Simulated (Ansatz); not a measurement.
# Be3Cd: the cost of one run

Computed with Ansatz 0.2.0 (DFT PBE, scalar-relativistic, plane waves, PAW, unless a step's input says otherwise).

### 1 Starting point

Symmetry: Im-3m, No. 229, cubic system. The conventional cell has a = 4.781 Å, b = 4.781 Å, c = 4.781 Å, α = 90.00°, β = 90.00°, γ = 90.00°. Around Be (site symmetry 4/mmm) lie 4 Be at 2.39 Å and 2 Cd at 2.39 Å. Cd (site symmetry m-3m) has 6 Be at 2.39 Å as nearest neighbours.

As a file:

```xyz
4
Lattice="-2.3906 2.3906 2.3906 2.3906 -2.3906 2.3906 2.3906 2.3906 -2.3906" Properties=species:S:1:pos:R:3 pbc="T T T"
Be    2.3906    0.0000    0.0000
Be    0.0000    2.3906    0.0000
Be    0.0000    0.0000    2.3906
Cd    0.0000    0.0000    0.0000
```

Recipe of the guess: random cell by space group and Wyckoff sites (Im-3m, No. 229). The dimensions are guesses.

### 2 Probe: one point on a coarse mesh

input.yaml reads:

```yaml
crystal:
  lattice:
    - [-2.39062878, 2.39062878, 2.39062878]
    - [2.39062878, -2.39062878, 2.39062878]
    - [2.39062878, 2.39062878, -2.39062878]
  atoms:
    - { symbol: Be, position: [0.0, 0.5, 0.5] }
    - { symbol: Be, position: [0.5, 0.0, 0.5] }
    - { symbol: Be, position: [0.5, 0.5, 0.0] }
    - { symbol: Cd, position: [0.0, 0.0, 0.0] }
basis:
  ecutwfc: 420
kpoints:
  mp_grid: { grid: [6, 6, 6] }
hamiltonian:
  xc: pbe
scf:
  occupations: { method: gaussian, width: 0.1 }
  lower_state_search: "off"
output:
  forces: true
  stress: true
  eigenvalues: true
```

Run with:

```bash
$ ansatz run input.yaml --threads 1 --pin off --max-ram 2048MiB --backend cpu --events-out ev --progress --plain --runs-dir out
```

**Question.** How long does this run take on 1 thread of Arm Neoverse N1, shared host, and how much memory does it need?

About 1.6 s, with a peak of 0.29 GiB.
